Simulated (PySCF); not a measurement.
# CH8N2Si2: the cost of one run

Programs: PySCF 2.14.0, with density-fitted response routines of our own. Each step states its level of theory. These are calculated values for one molecule in the gas phase, unless marked as measured. Atoms are numbered from 0 throughout.

### Step 1. Starting geometry

13 atoms, charge 0, multiplicity 1; geometry from: GFN2-xTB. The atoms were then displaced at random by about 0.01 Å, so the start is not that level's minimum.

Bonds of the start (Å): C0–N1 1.27, N1–Si2 1.74, Si2–N3 1.69, N3–Si4 1.76, C0–H5 1.05, C0–H6 1.10, Si2–H7 1.47, Si2–H8 1.44, N3–H9 1.00, Si4–H10 1.46, Si4–H11 1.46, Si4–H12 1.48.

### Step 2. Optimising the geometry at PBE0-D3(BJ)/def2-SVP

The job: settings as JSON, then the geometry in Å.

```
{"job": {"xc": "PBE0", "basis": "def2-SVP", "d3": "d3bj", "grid": 1, "shake": 0.01, "kind": "geom"}, "charge": 0, "multiplicity": 1}
C      2.968270    -0.398440    -0.091540
N      1.768000    -0.401900    -0.510000
Si     0.399340     0.650800    -0.294630
N     -0.817140    -0.462420     0.061570
Si    -2.521930    -0.118730     0.322700
H      3.634370    -1.151590    -0.405090
H      3.373880     0.387460     0.570520
H      0.488490     1.633100     0.801170
H      0.275460     1.327270    -1.563070
H     -0.636200    -1.422330    -0.159540
H     -3.181730     0.404170    -0.866050
H     -3.126920    -1.375250     0.747970
H     -2.618050     0.910970     1.375660
```

Command:

```console
> OMP_NUM_THREADS=1 python probes_run.py task.json out
```

This one command runs all jobs of the session in turn.

**Question.** How long does this first job take on 1 thread of Arm Neoverse V1, shared host, and how much memory does it need?

About 1.7 min, with a peak of 0.5 GiB.
